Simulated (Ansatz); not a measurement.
**HfN (rocksalt): zero-pressure volume and bulk modulus with PBE + D3(BJ)**

An exercise on one series of results from a longer session: the logs are not shown, and one member is left open.

Computed with Ansatz 0.2.0 (DFT PBE + D3(BJ), scalar-relativistic, plane waves, PAW, unless a step's input says otherwise).

### The structure to begin with

It takes space group Fm-3m (No. 225, cubic). The conventional cell has a = 4.518 Å, b = 4.518 Å, c = 4.518 Å, α = 90.00°, β = 90.00°, γ = 90.00°. Hf (site symmetry m-3m) has 6 N at 2.26 Å in its first shell of neighbours. N (site symmetry m-3m) is surrounded by 6 Hf at 2.26 Å.

As a file:

```cif
data_structure
_symmetry_space_group_name_H-M 'Fm-3m'
_symmetry_Int_Tables_number 225
_cell_length_a 4.5180
_cell_length_b 4.5180
_cell_length_c 4.5180
_cell_angle_alpha 90.000
_cell_angle_beta 90.000
_cell_angle_gamma 90.000
_cell_volume 92.22
loop_
_atom_site_label
_atom_site_type_symbol
_atom_site_symmetry_multiplicity
_atom_site_Wyckoff_symbol
_atom_site_fract_x
_atom_site_fract_y
_atom_site_fract_z
_atom_site_occupancy
Hf1 Hf 4 b 0.50000 0.00000 0.00000 1
N1 N 4 a 0.00000 0.00000 0.00000 1
```

An earlier run on this cell at PBE gave 5.44 GPa at 11.528 Å³/atom (10×10×10 mesh), no gap. The cell is compressed at this level.

The first run:

Input file input.yaml:

```yaml
crystal:
  lattice:
    - [0.0, 2.2590026142, 2.2590026142]
    - [2.2590026142, 0.0, 2.2590026142]
    - [2.2590026142, 2.2590026142, 0.0]
  atoms:
    - { symbol: Hf, position: [0.5, 0.5, 0.5] }
    - { symbol: "N", position: [0.0, 0.0, 0.0] }
basis:
  ecutwfc: 420
  ecutrho_ratio: 4
kpoints:
  mp_grid: { grid: [10, 10, 10] }
hamiltonian:
  xc: pbe
  dispersion: d3bj
scf:
  occupations: { method: gaussian, width: 0.05 }
output:
  forces: true
  stress: true
  eigenvalues: true
```

Launch:

```console
$ ansatz run input.yaml --threads 4 --pin off --max-ram 8192MiB --backend cpu --events-out ev --progress --plain --runs-dir out
```

Steps of the session up to this table: At the given cell; Stepping to 11.482 Å³/atom; Stepping to 11.520 Å³/atom; Volume × 0.98 of the new zero; Volume × 1.02 of the new zero; Volume × 0.96 of the new zero; Volume × 1.04 of the new zero.

One table of the session follows, with a row left open; its other results are not shown here.

It belongs to the step «Energy and pressure against volume». 

```
volume (Å³/atom)  energy (meV/atom)  pressure (GPa)
          11.059              16.98           12.26
          11.290                  ?               ?
          11.520               0.00            0.00
          11.750               3.79           -5.23
          11.981              14.77           -9.94
```

Estimate the missing values for volume (Å³/atom) = 11.290.

Worked estimate for «energy (meV/atom)». A straight line through the neighbours (11.059, 16.98) and (11.520, 0.00) gives 16.98 + (0.00 − 16.98) × (11.290 − 11.059) / (11.520 − 11.059) = 8.47; a parabola fitted to 3 rows on both sides gives 4.37.

As computed: energy (meV/atom): 4.10; pressure (GPa): 5.81. In «energy (meV/atom)» the line misses by +4.37 and the parabola by +0.27.
